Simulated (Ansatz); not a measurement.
# SiHBrF2 (SMILES F[SiH](F)Br) at RPBEx+r2SCANc/def2-SVPD (accuracy low, vv10 b 6, vv10 c 0.01)

What is the vertical singlet–triplet gap of SiHBrF2 at RPBEx+r2SCANc/def2-SVPD (accuracy low, vv10 b 6, vv10 c 0.01)? 

Program for the calculation: Ansatz 0.2.0.

4 further runs of the same task are left out: 1 that didn't finish, 3 set aside as unsound or not needed.

## (1) The molecule

SiHBrF2: 5 atoms, total charge 0, spin state singlet. SMILES: `F[SiH](F)Br`. The coordinates come from a PBE0-D4/def2-TZVP relaxation.

Bond lengths: F1–Si2 1.578 Å, Si2–F3 1.578 Å, Si2–Br4 2.183 Å, Si2–H5 1.466 Å. Angles: F1–Si2–F3 107.6°, F1–Si2–Br4 109.1°, F3–Si2–Br4 109.1°, F1–Si2–H5 109.7°, F3–Si2–H5 109.7°, Br4–Si2–H5 111.6°.

## (2) Energy and gradient at RPBEx+r2SCANc/def2-SVPD (accuracy low, vv10 b 6, vv10 c 0.01)

job.yaml

```yaml
crystal:
  periodic: [false, false, false]
  atoms:
    - {symbol: F, position_ang: [-0.224900, -0.396300, 1.531900]}
    - {symbol: Si, position_ang: [0.124200, 0.002500, 0.045800]}
    - {symbol: F, position_ang: [0.210200, 1.576700, -0.017200]}
    - {symbol: Br, position_ang: [-1.476800, -0.678900, -1.271900]}
    - {symbol: H, position_ang: [1.417200, -0.577700, -0.330000]}
basis:
  gaussian:
    orbitals: def2-SVPD
hamiltonian:
  xc:
    text: |
      exchange = rpbe_x
      correlation = r2scan_c + vv10(6, 0.01)
accuracy: low
output:
  forces: true
  orbitals: {seedname: orbitals}
```

Command:

```sh
$ ansatz run job.yaml --threads 1 --pin off --max-ram 2610MiB --events-out events.jsonl --progress --plain --runs-dir runs
```

Standard output:

```text
Warning: RAYON_NUM_THREADS=1 ignored (pool sized by the plan → 1); use --threads N
Functional definition: unnamed
  exchange = rpbe_x
  correlation = r2scan_c + vv10(6, 0.01)
1101 factors; their error is unknown
mean field evaluation 1: about -83346.8267 eV, gradient 4.7e1 eV
mean field evaluation 2: about -83332.9834 eV, gradient 1.1e2 eV
mean field evaluation 4: about -83350.1863 eV, gradient 2.7e0 eV
mean field evaluation 8: about -83350.1663 eV, gradient 9.6e-2 eV
mean field evaluation 16: about -83350.1663 eV, gradient 2.5e-5 eV
mean field -83350.16627355 eV, -3063.0621137812 hartree, gradient 2.5e-5 eV, S^2 0.000000; 0 other end points of the search recorded, 0 dependent functions left out
the calculation of the forces begins
reference -83350.16632606 eV, -3063.0621157109 hartree; 34, 34 occupied and 85, 85 virtual orbitals, 1101 factors
Total energy: -83350.16632606 eV, -3063.0621157109 hartree
Atom 0 at    -0.224900    -0.396300     1.531900 Å, force    -0.561321    -0.690032     2.471361 eV/Å
Atom 1 at     0.124200     0.002500     0.045800 Å, force     0.573580    -1.482360    -1.728184 eV/Å
Atom 2 at     0.210200     1.576700    -0.017200 Å, force     0.168296     2.617370    -0.125907 eV/Å
Atom 3 at    -1.476800    -0.678900    -1.271900 Å, force    -0.609243    -0.264192    -0.507473 eV/Å
Atom 4 at     1.417200    -0.577700    -0.330000 Å, force     0.428688    -0.180786    -0.109797 eV/Å
Dipole moment:     0.135843    -0.137536    -0.136969 e Å
```

It took 5.1 s on 1 thread of Intel Xeon 6975P-C (Granite Rapids), shared host; peak memory 0.19 GiB.

## (3) The triplet

job.yaml, as its differences from that of step 2:

```diff
@@ -11,2 +11,5 @@
     orbitals: def2-SVPD
+magnetization:
+  spin_polarized: true
+  initial_magnetization: 2
 hamiltonian:
```

Command:

```sh
$ ansatz run job.yaml --threads 1 --pin off --max-ram 2610MiB --events-out events.jsonl --progress --plain --runs-dir runs
```

Standard output (excerpt; [...] marks lines left out):

```text
Warning: RAYON_NUM_THREADS=1 ignored (pool sized by the plan → 1); use --threads N
[... 1 set-up line as earlier in the session ...]
[...]
1101 factors; their error is unknown
[...]
mean field -83343.42804951 eV, -3062.8144886151 hartree, gradient 8.6e-6 eV, S^2 2.002327; 10 other end points of the search recorded, 0 dependent functions left out
[...]
reference -83343.42809943 eV, -3062.8144904493 hartree; 35, 33 occupied and 84, 86 virtual orbitals, 1101 factors
Total energy: -83343.42809943 eV, -3062.8144904493 hartree
Atom 0 at    -0.224900    -0.396300     1.531900 Å, force    -0.256553    -0.737270     3.427135 eV/Å
Atom 1 at     0.124200     0.002500     0.045800 Å, force     1.901375    -0.078649     0.434141 eV/Å
Atom 2 at     0.210200     1.576700    -0.017200 Å, force     0.666294     3.447028     0.140432 eV/Å
Atom 3 at    -1.476800    -0.678900    -1.271900 Å, force    -4.755418    -2.011593    -3.898738 eV/Å
Atom 4 at     1.417200    -0.577700    -0.330000 Å, force     2.444302    -0.619516    -0.102970 eV/Å
Dipole moment:     0.216678    -0.098816    -0.065012 e Å
```

It took 39 s on 1 thread of Intel Xeon 6975P-C (Granite Rapids), shared host; peak memory 0.38 GiB.

## (4) Outcome

Level: RPBEx+r2SCANc/def2-SVPD (accuracy low, vv10 b 6, vv10 c 0.01).

| quantity | value |
| --- | --- |
| singlet: total energy | -3063.06212 Eh |
| singlet: dipole moment | 1.14 D |
| singlet: HOMO energy | -7.74 eV |
| singlet: LUMO energy | -1.20 eV |
| singlet: HOMO–LUMO gap | 6.54 eV |
| singlet: largest force on an atom | 2.627 eV/Å |
| triplet: total energy | -3062.81449 Eh |
| triplet: dipole moment | 1.19 D |
| triplet: HOMO energy (highest over α and β) | -1.84 eV |
| triplet: ⟨S²⟩ | 2.002 |
| triplet: largest force on an atom | 6.470 eV/Å |
| vertical energy of the triplet above the singlet | 6.738 eV |

At this shape the triplet lies 6.74 eV (155 kcal/mol) above the singlet. The largest force (singlet) is 2.63 eV/Å: the shape isn't a stationary point for this species at this level. The accuracy setting (singlet) is loose, so the last digits carry no meaning. The accuracy setting (triplet) is loose, so the last digits carry no meaning.
